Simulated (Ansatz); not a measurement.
# Be4CuSi (F-43m) in Ansatz: convergence with wavefunction cutoff

Aim: find how far wavefunction cutoff must go before the results for Be4CuSi settle, at PBE. This setting moves, with any that are tied to it; all else stays.

Program: Ansatz 0.2.0. These are calculated values, not measurements. Logs are shortened: lines on timing, memory, paths and dates and some standing lists are left out, and cuts for length are marked.

### Step 1. Starting point

It takes space group F-43m (No. 216, cubic). The conventional cell has a = 6.119 Å, b = 6.119 Å, c = 6.119 Å, α = 90.00°, β = 90.00°, γ = 90.00°. Cu (site symmetry -43m) is surrounded by 12 Be at 2.54 Å and 4 Si at 2.65 Å. Si (site symmetry -43m) is surrounded by 12 Be at 2.54 Å and 4 Cu at 2.65 Å. Be (site symmetry 3m) has 6 Be at 2.16 Å as nearest neighbours.

The cell comes from a database or a generator and needn't be the stable form of this composition.

### Step 2. With wavefunction cutoff 400 eV

Input file input.yaml:

```yaml
crystal:
  lattice:
    - [0.0, 3.059272, 3.059272]
    - [3.059272, 0.0, 3.059272]
    - [3.059272, 3.059272, 0.0]
  atoms:
    - { symbol: Cu, position: [0.25, 0.25, 0.25] }
    - { symbol: Si, position: [0.0, 0.0, 0.0] }
    - { symbol: Be, position: [0.12494399, 0.62501867, 0.62501867] }
    - { symbol: Be, position: [0.62501867, 0.62501867, 0.62501867] }
    - { symbol: Be, position: [0.62501867, 0.62501867, 0.12494399] }
    - { symbol: Be, position: [0.62501867, 0.12494399, 0.62501867] }
hamiltonian:
  xc: pbe
  pseudopotentials: { kind: nc, source: spms }
kpoints:
  mp_grid: { grid: [6, 6, 6] }
scf:
  occupations: { method: fermi_dirac, width: 0.05 }
output:
  forces: true
  stress: true
  eigenvalues: true
basis:
  ecutwfc: "400 eV"
```

Potentials or basis: SPMS NC.

The run is started by

```console
$ ansatz run input.yaml --threads 2 --pin off --max-ram 5632MiB --backend cpu --events-out ev --progress --plain --runs-dir out
```

Standard output:

```text
Warning: basis.ecutwfc = 400 eV is below the records' recommended 952.3985186095799 eV, and the density's cutoff is lower with it unless basis.ecutrho_ratio is high enough to keep the records' density cutoff: compare with a run at a higher cutoff
Warning: RAYON_NUM_THREADS=2 ignored (pool sized by the plan → 2); use --threads N
Engine: ansatz 0.2.0, x86_64-unknown-linux-gnu
Pseudopotentials: kind: nc
Pseudopotential: Cu, nc, valence charge 19, recommended cutoff 952.3985186095799 eV (normal), Cu.nc.azcp
Pseudopotential: Si, nc, valence charge 4, recommended cutoff 408.17079368981996 eV (normal), Si.nc.azcp
Pseudopotential: Be, nc, valence charge 4, recommended cutoff 707.4960423956879 eV (normal), Be.nc.azcp
Functional definition: PBE
  parameter kappa = 0.804
  parameter beta = 0.06672455060314922
  exchange = pbe_x(kappa = kappa, mu = beta*pi^2/3)
  correlation = pbe_c(beta = beta)
Crystal: 6 atoms, lattice volume = 57.264 Å³
Basis set: ecut = 400 eV, 1037 PW (Γ), exchange–correlation on 60×60×60 points (8 copies of the dense FFT grid, shifted against one another)
Bands: 26, of which v1, the nominal top of the filled ones, is band 20 counted from 1 (19 counted from 0)
Symmetry: 24 space group operations
Space group: F-43m (ITA 216), of the structure as read, at distance tolerance 3.9e-5 Å
k-points: 16 of 216 (time reversal used)
Non-local potential: Cu, projectors of the file, l = 0: 2, l = 1: 2, l = 2: 2
Non-local potential: Si, projectors of the file, l = 0: 2, l = 1: 2, l = 2: 2
Non-local potential: Be, projectors of the file, l = 0: 2, l = 1: 2
Initial density: superposition of atomic densities (chi_scale 0.1, normalization cell, long waves kept (reshape's long-wave potential 0.00 eV rms))
Initial wavefunctions: pseudopotential atomic-orbital guess
[... 12 lines left out ...]
SCF iter  10: F=—  HF=-6447.362334 eV  |F-HF|=—  |Δ(HF+E_count)|=   2.55e-3  Δρ=3.00e-5  dr2=3.85e-7  ethr=7.16e-9  ⟨swp⟩=2.0  Hψ=727  notcnv=0  defer=16
SCF iter  11: F=-6447.362334 eV  HF=-6447.362334 eV  |F-HF|=7.24e-9  |Δ(HF+E_count)|=   4.56e-8  Δρ=1.62e-5  dr2=8.30e-8  ethr=2.56e-10  ⟨swp⟩=8.8  Hψ=1770  notcnv=0
SCF 1 converged in 11 iterations: F = -6447.362334 eV  dr2 = 8.30e-8
SCF converged after 11 iterations
Free energy (F): -6447.362334 eV
Harris-Foulkes:  -6447.362334 eV  (|F-HF|=7.24e-9)
Internal energy: -6447.344857 eV  (E = F + TS)
E sigma→0 (E₀):  -6447.353596 eV
Entropy (-TS):   -0.017477 eV (-2.913 meV/atom)
Fermi energy:    12.336115 eV
--- Per-component energies (eV) ---
  E_band       = -1224.072717
  E_kinetic    = 2669.416691
  E_local      = -4520.684783  (includes V_loc(G=0)·N_el)
  E_nonlocal   = -2332.309673
  E_hartree    = 1951.116032
  E_xc         = -838.382483
  E_vxc        = -942.714848  (∫ρ·V_xc dr)
  E_ewald      = -3376.500640
  E_smearing   = -0.017477  (= −TS)
  E_closure    = 0.000000  (closes the sum)
  Σ components = -6447.362334   (vs F -6447.362334, Δ=0.00e0)
--- Forces (eV/Å), atoms counted from 1 ---
  atom   1  Cu     0.00000000     0.00000000     0.00000000
  atom   2  Si    -0.00000000    -0.00000000     0.00000000
  atom   3  Be     0.01004605    -0.01004605    -0.01004605
  atom   4  Be     0.01004605     0.01004605     0.01004605
  atom   5  Be    -0.01004605    -0.01004605     0.01004605
  atom   6  Be    -0.01004605     0.01004605    -0.01004605
  max |Σ_I F_I| component: 1.91e-17 eV/Å
--- Stress (GPa, compression-positive) ---
       -3.098099       0.000000      -0.000000
       -0.000000      -3.098099       0.000000
       -0.000000       0.000000      -3.098099
  P = ⅓ Tr σ = -3.0981 GPa (-30.981 kbar)
--- Band table (eV; the first three rows and the last of 16) ---
  k-point 0: bands = ["-122.6108", "-88.7671", "-88.5222", "-88.5222", "-88.5222", "-70.9077", "-70.9077", "-70.9077", "-0.5121", "6.0474", "6.0474", "6.0474", "6.9225", "6.9225", "7.6310", "9.7199", "9.7199", "9.7199", "11.3481", "12.0502", "12.0502", "12.0502", "13.8728", "13.8728", "15.2754", "16.7698"]
  k-point 1: bands = ["-122.5920", "-88.6469", "-88.5345", "-88.5345", "-88.5097", "-70.7857", "-70.7857", "-70.7551", "-0.2267", "5.6434", "6.2442", "6.2442", "6.9722", "6.9722", "7.5485", "8.5558", "9.5672", "9.5672", "11.3393", "11.8464", "11.8464", "13.3139", "14.2320", "14.2320", "16.0649", "17.6694"]
  k-point 2: bands = ["-122.6320", "-88.6883", "-88.5980", "-88.5841", "-88.5841", "-71.3116", "-70.9239", "-70.9239", "0.5389", "4.0994", "6.1904", "6.1904", "6.6506", "6.6506", "6.8955", "8.0337", "8.9576", "8.9576", "11.0986", "11.4691", "11.4691", "14.5797", "15.1748", "15.1748", "18.1741", "19.2998"]
  k-point 15: bands = ["-122.6245", "-88.6390", "-88.6388", "-88.5674", "-88.5670", "-71.0521", "-70.9903", "-70.9708", "2.2467", "3.6421", "4.7614", "4.8560", "6.7109", "6.7158", "6.8615", "7.0877", "7.6472", "9.5587", "9.8350", "13.3596", "13.5170", "16.2600", "17.3173", "17.7667", "18.8918", "19.0693"]
```

Wall time 0.9 s (2 threads of Intel Xeon Platinum 8488C (Sapphire Rapids), shared host); peak memory 0.33 GiB.

What came out:

| Property | Result |
| --- | --- |
| Free energy | -6447.3623 eV |
| Pressure | -3.1 GPa |
| Largest force | 0.017 eV/Å |
| Band gap on the k mesh | none (metal or under the smearing width) |

### Step 3. With wavefunction cutoff 500 eV

Changes to input.yaml since step 2:

```diff
@@ -24,2 +24,2 @@
 basis:
-  ecutwfc: "400 eV"
+  ecutwfc: "500 eV"
```

Potentials or basis: SPMS NC.

The run is started by

```console
$ ansatz run input.yaml --threads 2 --pin off --max-ram 5632MiB --backend cpu --events-out ev --progress --plain --runs-dir out
```

It took 1.3 s on 2 threads of Intel Xeon Platinum 8488C (Sapphire Rapids), shared host; peak memory 0.35 GiB.

What came out:

```
Free energy            : -6516.5366 eV
Pressure               : -4.3 GPa
Largest force          : 0.015 eV/Å
Band gap on the k mesh : none (metal or under the smearing width)
```

### Step 4. With wavefunction cutoff 600 eV

Changes to input.yaml since step 3:

```diff
@@ -24,2 +24,2 @@
 basis:
-  ecutwfc: "500 eV"
+  ecutwfc: "600 eV"
```

The run is started by

```console
$ ansatz run input.yaml --threads 2 --pin off --max-ram 5632MiB --backend cpu --events-out ev --progress --plain --runs-dir out
```

Run time: 1.4 s. Hardware: 2 threads of Intel Xeon Platinum 8488C (Sapphire Rapids), shared host; peak memory 0.37 GiB.

Results:

```
Free energy            : -6540.6806 eV
Pressure               : -2.9 GPa
Largest force          : 0.056 eV/Å
Band gap on the k mesh : none (metal or under the smearing width)
```

### Step 5. With wavefunction cutoff 700 eV

Changes to input.yaml since step 4:

```diff
@@ -24,2 +24,2 @@
 basis:
-  ecutwfc: "600 eV"
+  ecutwfc: "700 eV"
```

The run is started by

```console
$ ansatz run input.yaml --threads 2 --pin off --max-ram 5632MiB --backend cpu --events-out ev --progress --plain --runs-dir out
```

Run time: 1.7 s. Hardware: 2 threads of Intel Xeon Platinum 8488C (Sapphire Rapids), shared host; peak memory 0.36 GiB.

What came out:

- Free energy: -6547.6475 eV
- Pressure: -1.5 GPa
- Largest force: 0.052 eV/Å
- Band gap on the k mesh: none (metal or under the smearing width)

### Step 6. With wavefunction cutoff 850 eV

Changes to input.yaml since step 5:

```diff
@@ -24,2 +24,2 @@
 basis:
-  ecutwfc: "700 eV"
+  ecutwfc: "850 eV"
```

Potentials or basis: SPMS NC.

The run is started by

```console
$ ansatz run input.yaml --threads 2 --pin off --max-ram 5632MiB --backend cpu --events-out ev --progress --plain --runs-dir out
```

Wall time 2.1 s (2 threads of Intel Xeon Platinum 8488C (Sapphire Rapids), shared host); peak memory 0.4 GiB.

The run converged. Its results:

```
Free energy            : -6549.2878 eV
Pressure               : -1.4 GPa
Largest force          : 0.053 eV/Å
Band gap on the k mesh : none (metal or under the smearing width)
```

### Step 7. With wavefunction cutoff 1000 eV

Changes to input.yaml since step 6:

```diff
@@ -24,2 +24,2 @@
 basis:
-  ecutwfc: "850 eV"
+  ecutwfc: "1000 eV"
```

The run is started by

```console
$ ansatz run input.yaml --threads 2 --pin off --max-ram 5632MiB --backend cpu --events-out ev --progress --plain --runs-dir out
```

Wall time 2.7 s (2 threads of Intel Xeon Platinum 8488C (Sapphire Rapids), shared host); peak memory 0.39 GiB.

It converged, with:

| Property | Result |
| --- | --- |
| Free energy | -6549.3486 eV |
| Pressure | -1.4 GPa |
| Largest force | 0.053 eV/Å |
| Band gap on the k mesh | none (metal or under the smearing width) |

### Step 8. With wavefunction cutoff 1200 eV

Changes to input.yaml since step 7:

```diff
@@ -24,2 +24,2 @@
 basis:
-  ecutwfc: "1000 eV"
+  ecutwfc: "1200 eV"
```

The run is started by

```console
$ ansatz run input.yaml --threads 2 --pin off --max-ram 5632MiB --backend cpu --events-out ev --progress --plain --runs-dir out
```

It took 3.2 s on 2 threads of Intel Xeon Platinum 8488C (Sapphire Rapids), shared host; peak memory 0.43 GiB.

Results (log left out):

| Item | Value |
| --- | --- |
| Free energy | -6549.3497 eV |
| Pressure | -1.4 GPa |
| Largest force | 0.053 eV/Å |
| Band gap on the k mesh | none (metal or under the smearing width) |

### Step 9. With wavefunction cutoff 1400 eV

Changes to input.yaml since step 8:

```diff
@@ -24,2 +24,2 @@
 basis:
-  ecutwfc: "1200 eV"
+  ecutwfc: "1400 eV"
```

Potentials or basis: SPMS NC.

The run is started by

```console
$ ansatz run input.yaml --threads 2 --pin off --max-ram 5632MiB --backend cpu --events-out ev --progress --plain --runs-dir out
```

Wall time 4.9 s (2 threads of Intel Xeon Platinum 8488C (Sapphire Rapids), shared host); peak memory 0.5 GiB.

It converged, with:

- Free energy: -6549.3511 eV
- Pressure: -1.4 GPa
- Largest force: 0.053 eV/Å
- Band gap on the k mesh: none (metal or under the smearing width)

### Step 10. With wavefunction cutoff 1700 eV

Changes to input.yaml since step 9:

```diff
@@ -24,2 +24,2 @@
 basis:
-  ecutwfc: "1400 eV"
+  ecutwfc: "1700 eV"
```

The run is started by

```console
$ ansatz run input.yaml --threads 2 --pin off --max-ram 5632MiB --backend cpu --events-out ev --progress --plain --runs-dir out
```

It took 5.5 s on 2 threads of Intel Xeon Platinum 8488C (Sapphire Rapids), shared host; peak memory 0.58 GiB.

Results (log left out):

| Quantity | Value |
| --- | --- |
| Free energy | -6549.3517 eV |
| Pressure | -1.4 GPa |
| Largest force | 0.053 eV/Å |
| Band gap on the k mesh | none (metal or under the smearing width) |

### Step 11. Summary

| wavefunction cutoff | energy less the tightest run, at zero smearing (meV/atom) | pressure (GPa) | largest force (eV/Å) | SCF cycles | CPU time (s) | peak memory (GiB) |
| --- | --- | --- | --- | --- | --- | --- |
| 400 eV | 16998.87 | -3.10 | 0.017 | 11 | 1.7 | 0.33 |
| 500 eV | 5469.42 | -4.29 | 0.015 | 12 | 2.4 | 0.35 |
| 600 eV | 1445.18 | -2.85 | 0.056 | 11 | 2.7 | 0.37 |
| 700 eV | 284.06 | -1.45 | 0.052 | 11 | 3.3 | 0.36 |
| 850 eV | 10.66 | -1.35 | 0.053 | 11 | 4.1 | 0.4 |
| 1000 eV | 0.52 | -1.36 | 0.053 | 11 | 5.1 | 0.39 |
| 1200 eV | 0.35 | -1.37 | 0.053 | 11 | 6.2 | 0.43 |
| 1400 eV | 0.11 | -1.38 | 0.053 | 11 | 9.4 | 0.5 |
| 1700 eV | 0.00 | -1.38 | 0.053 | 11 | 11 | 0.58 |

Against the tightest run, the energy stays within 1 meV/atom from 1000 eV on; the pressure stays within 0.1 GPa from 700 eV on; the largest force stays within 0.005 eV/Å from 600 eV on. The tightest run that finished is the yardstick and may itself not be fully converged.
